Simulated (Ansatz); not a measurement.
# CH₅GaN₂Si: basis-set convergence

How large a basis does CH₅GaN₂Si need? Two functionals are run in growing sets.

Method: one geometry, several basis sets; program: Ansatz 0.2.0, Gaussian basis.

The runs, in order: PBE0-D4/def2-SVP; ωB97M-V/def2-SVP; PBE0-D4/def2-QZVPP; ωB97M-V/def2-QZVPP; the functionals' def2-TZVPP values are taken from earlier runs.

## (1) The relaxed structure

The geometry comes from an earlier relaxation with PBE0-D4 in a triple-zeta def2 set; it is a stationary point, not always the lowest conformer.

10 atoms, charge 0, spin multiplicity 1.

Atoms are counted from 1 here; the program's logs count them from 0.

Bond lengths: N1–C2 1.218 Å, N1–H6 1.007 Å, C2–N3 1.204 Å, N3–Si4 1.728 Å, Si4–Ga5 2.420 Å, Si4–H7 1.489 Å, Si4–H8 1.490 Å, Ga5–H9 1.573 Å, Ga5–H10 1.573 Å. Angles: C2–N1–H6 121.9°, N1–C2–N3 172.7°, C2–N3–Si4 143.3°, N3–Si4–Ga5 113.9°, N3–Si4–H7 106.9°, N3–Si4–H8 107.4°, Ga5–Si4–H7 110.2°, Ga5–Si4–H8 111.2°, H7–Si4–H8 106.9°, Si4–Ga5–H9 120.3°, Si4–Ga5–H10 121.2°, H9–Ga5–H10 118.4°.

## (2) PBE0-D4 in def2-SVP

Input file in.yaml:

```yaml
crystal:
  periodic: [false, false, false]
  atoms:
    - {symbol: N, position_ang: [0.962719, 0.790270, 2.701771]}
    - {symbol: C, position_ang: [0.858248, 0.034452, 1.751969]}
    - {symbol: N, position_ang: [0.690947, -0.810543, 0.910712]}
    - {symbol: Si, position_ang: [-0.180754, -1.171316, -0.536581]}
    - {symbol: Ga, position_ang: [-0.960449, 0.787770, -1.724851]}
    - {symbol: H, position_ang: [1.645852, 1.530184, 2.721242]}
    - {symbol: H, position_ang: [0.729681, -1.970046, -1.402488]}
    - {symbol: H, position_ang: [-1.314773, -2.061916, -0.163093]}
    - {symbol: H, position_ang: [-1.862642, 0.634191, -3.004736]}
    - {symbol: H, position_ang: [-0.568829, 2.236946, -1.253947]}
basis:
  gaussian: {orbitals: def2-SVP}
hamiltonian: {xc: pbe0, dispersion: d4}
output: {orbitals: {seedname: orbitals}}
```

Launch:

```bash
$ ansatz run in.yaml --threads 2 --pin off --events-out ev --progress --plain --max-ram 32768MiB --backend cpu
```

After this run come: ωB97M-V in def2-SVP; PBE0-D4 in def2-QZVPP; ωB97M-V in def2-QZVPP.

**Question.** What will the summary of the whole plan be? Wanted: PBE0-D4: double and triple zeta above quadruple; ωB97M-V: double and triple zeta above quadruple.

As calculated:

| quantity | value |
| --- | --- |
| PBE0-D4: double and triple zeta above quadruple | 15.89, 1.68 eV |
| ωB97M-V: double and triple zeta above quadruple | 15.99, 1.61 eV |

In words: For PBE0-D4 the step from double to triple zeta gains 14.21 eV and the next only 1.68 eV. Total energies overstate the basis error of differences, where much of it tends to cancel.
